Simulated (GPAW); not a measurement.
Crystal: MnS.

```
CELL_PARAMETERS angstrom
0.00000 2.60450 2.60450
2.60450 0.00000 2.60450
2.60450 2.60450 0.00000
ATOMIC_POSITIONS crystal
Mn 0.00000 0.00000 0.00000
S 0.50000 0.50000 0.50000
```

- Program: GPAW 26.7.0
- Task: relaxation of cell and atoms
- Functional: PBEsol
- Dispersion: D3
- Potentials or basis: PAW data sets generated in the run's folder for this functional
- Cutoff: 600 eV
- Basis: pw
- k mesh: 9 × 9 × 9
- Occupations: fermi-dirac, width 0.05 eV
- Spin: collinear spin, ferromagnetic start
- Starting moments: [4.0, 0.0] μB

At the start: pressure -8.5 GPa; volume 17.67 Å³/atom.

Question: Where does the relaxation end?

Answer: Over 5 steps the energy falls by 11.8 meV/atom and the volume is 14.77 Å³/atom (-16.4 %); space group Fm-3m (No. 225, to 0.05 Å); moment 3.95 μB per cell.

Step by step:
| step | energy change (eV) | largest force (eV/Å) | pressure (GPa) | volume (Å³) |
| --- | --- | --- | --- | --- |
| 1 | 0.0000 | 0.0000 | -8.53 | 35.33 |
| 2 | -0.0350 | 0.0000 | -7.70 | 34.63 |
| 3 | -0.0234 | 0.0000 | -0.49 | 29.69 |
| 4 | -0.0234 | 0.0000 | 0.46 | 29.42 |
| 5 | -0.0236 | 0.0000 | -0.01 | 29.55 |

Final structure:
```yaml
crystal:
  lattice:
    - [0.00000, 2.45380, 2.45380]
    - [2.45380, 0.00000, 2.45380]
    - [2.45380, 2.45380, 0.00000]
  atoms:
    - { symbol: Mn, position: [0.00000, 0.00000, 0.00000] }
    - { symbol: S, position: [0.50000, 0.50000, 0.50000] }
```

Caveat: each step starts from the last one's moments, so a moment once lost doesn't come back; later steps reuse the first step's grids; the volume moved by over 15 % at a fixed basis, so the end points are rough; a cell with one magnetic atom can't hold antiferromagnetic order, which such compounds often take; pairwise dispersion overbinds metals, which lowers pressure and volume.
